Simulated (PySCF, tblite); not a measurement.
**C₃H₄ClF₃Si: geometry, infrared bands and NMR shifts**

Wanted: the infrared bands and NMR shifts of C₃H₄ClF₃Si (`FC(F)=C(F)C[SiH2]Cl`), by calculation.

Computed with tblite 0.8.0 and PySCF 2.14.0, with density-fitted response routines of our own, on a single molecule in the gas phase. Atoms count from 0, in the outputs and in this text.

## Step 1: The molecule as given

12 atoms, charge 0, multiplicity 1; geometry from: force field or distance geometry start.

Bonds of the start (Å): F0–C1 1.35, C1–F2 1.34, C1–C3 1.34, C3–F4 1.36, C3–C5 1.49, C5–Si6 1.86, Si6–Cl7 2.05, C5–H8 1.09, C5–H9 1.09, Si6–H10 1.49, Si6–H11 1.48.

## Step 2: Geometry optimisation with GFN2-xTB

What the job is given:

```
{"job": {"kind": "relax", "xc": "GFN2-xTB", "basis": "xTB"}, "charge": 0, "multiplicity": 1}
F     -2.120800    -1.143600    -0.771200
C     -2.086500    -0.133100     0.121500
F     -3.127600     0.080000     0.945500
C     -0.991600     0.637600     0.223800
F     -1.000800     1.626900     1.154700
C      0.222500     0.478300    -0.632300
Si     1.722100    -0.147400     0.280600
Cl     3.291600    -0.329800    -1.024600
H      0.461000     1.454600    -1.066100
H      0.014800    -0.190700    -1.468900
H      1.467600    -1.499400     0.856700
H      2.148800     0.783800     1.354300
```

Started as:

```bash
$ OMP_NUM_THREADS=1 python probes_run.py task.json out
```

The driver reads the jobs from task.json and runs them one after another.

**Question.** This job is followed by: GFN2-xTB harmonic vibrations, gas phase; GIAO PBE0/pcSseg-1 NMR shielding, non-relativistic, gas phase. What will the session give for the following? strongest single infrared mode (GFN2-xTB); zero-point energy (GFN2-xTB); ¹³C shifts against TMS (PBE0/pcSseg-1); ¹H shifts against TMS (PBE0/pcSseg-1, means over atoms taken as alike); ¹⁹F shifts against CFCl3 (PBE0/pcSseg-1); ²⁹Si shifts against TMS (PBE0/pcSseg-1); ³⁵Cl shifts against HCl (PBE0/pcSseg-1).

The runs gave:

| quantity | value |
| --- | --- |
| strongest single infrared mode (GFN2-xTB) | 694 cm⁻¹, 354 km/mol |
| zero-point energy (GFN2-xTB) | 39.7 kcal/mol |
| ¹³C shifts against TMS (PBE0/pcSseg-1) | 166.6, 135.3, 20.7 ppm |
| ¹H shifts against TMS (PBE0/pcSseg-1, means over atoms taken as alike) | 5.20, 2.27 ppm |
| ¹⁹F shifts against CFCl3 (PBE0/pcSseg-1) | -106.3, -124.5, -183.7 ppm |
| ²⁹Si shifts against TMS (PBE0/pcSseg-1) | -17.9 ppm |
| ³⁵Cl shifts against HCl (PBE0/pcSseg-1) | -56 ppm |

In words: Relaxing lowered the energy by 0.220 eV in 37 steps; the close pair that moved most is C5–Si6, from 1.864 to 1.926 Å. All 30 modes are real, so the xTB geometry is a minimum. The strongest single mode, at 694 cm⁻¹, is spread over several atoms, Si6, H11, H10, C5 among them. Unscaled tight-binding wavenumbers are off by several per cent, some by more. Its intensities can rank the bands wrongly. At PBE0/pcSseg-1: The largest span, 119 ppm, is at F4, where the paramagnetic term is -118 ppm.
